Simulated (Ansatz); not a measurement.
**AlBH₄OSiTe: small, medium and large basis sets**

Aim: see how fast density functionals converge with the basis set for AlBH₄OSiTe.

Method: one geometry, several basis sets; program: Ansatz 0.2.0, Gaussian basis.

The runs, in order: PBE0-D4/def2-SVP; ωB97M-V/def2-SVP; PBE0-D4/def2-QZVPP; ωB97M-V/def2-QZVPP; the functionals' def2-TZVPP values are taken from earlier runs.

## 1. The geometry

An earlier PBE0-D4 in a triple-zeta def2 set relaxation fixed the geometry. Te takes the def2 core potential; no spin-orbit term is included.

SMILES `O[B]1[SiH2][Al]1[TeH]`, 9 atoms, charge 0, spin multiplicity 1.

Atoms are counted from 1 here; the program's logs count them from 0.

Bond lengths: O1–B2 1.345 Å, O1–H6 0.960 Å, B2–Si3 1.950 Å, B2–Al4 2.101 Å, Si3–Al4 2.371 Å, Si3–H7 1.568 Å, Si3–H8 1.499 Å, Al4–Te5 2.550 Å, Te5–H9 1.659 Å. Angles: B2–O1–H6 114.4°, O1–B2–Si3 138.0°, O1–B2–Al4 145.6°, Si3–B2–Al4 71.5°, B2–Si3–Al4 57.2°, B2–Si3–H7 90.8°, B2–Si3–H8 143.8°, Al4–Si3–H7 53.1°, Al4–Si3–H8 154.4°, H7–Si3–H8 104.2°, B2–Al4–Si3 51.3°, B2–Al4–Te5 165.1°, Si3–Al4–Te5 141.1°, Al4–Te5–H9 88.5°.

## 2. PBE0-D4 in def2-SVP

in.yaml reads:

```yaml
crystal:
  periodic: [false, false, false]
  atoms:
    - {symbol: O, position_ang: [2.366978, 0.719984, -0.693410]}
    - {symbol: B, position_ang: [1.237796, 0.090134, -0.322245]}
    - {symbol: Si, position_ang: [0.420735, -1.667386, -0.540778]}
    - {symbol: Al, position_ang: [-0.833574, 0.277280, -0.024118]}
    - {symbol: Te, position_ang: [-3.157478, 0.996092, 0.739930]}
    - {symbol: H, position_ang: [2.331609, 1.676069, -0.615411]}
    - {symbol: H, position_ang: [-0.474271, -1.432404, 0.724541]}
    - {symbol: H, position_ang: [0.697134, -3.140631, -0.528075]}
    - {symbol: H, position_ang: [-2.500528, 2.434563, 1.242465]}
basis:
  gaussian: {orbitals: def2-SVP}
hamiltonian: {xc: pbe0, dispersion: d4}
output: {orbitals: {seedname: orbitals}}
```

The runs that follow: ωB97M-V in def2-SVP; PBE0-D4 in def2-QZVPP; ωB97M-V in def2-QZVPP.

Q: Predict the results of all the runs planned. Wanted: PBE0-D4: double and triple zeta above quadruple; ωB97M-V: double and triple zeta above quadruple.

The runs gave:

| quantity | value |
| --- | --- |
| PBE0-D4: double and triple zeta above quadruple | 9.22, 0.64 eV |
| ωB97M-V: double and triple zeta above quadruple | 9.28, 0.63 eV |

In words: For PBE0-D4 the step from double to triple zeta gains 8.57 eV and the next only 0.64 eV. These are total energies; as a rule much of such shifts cancels in differences, which this series doesn't test.
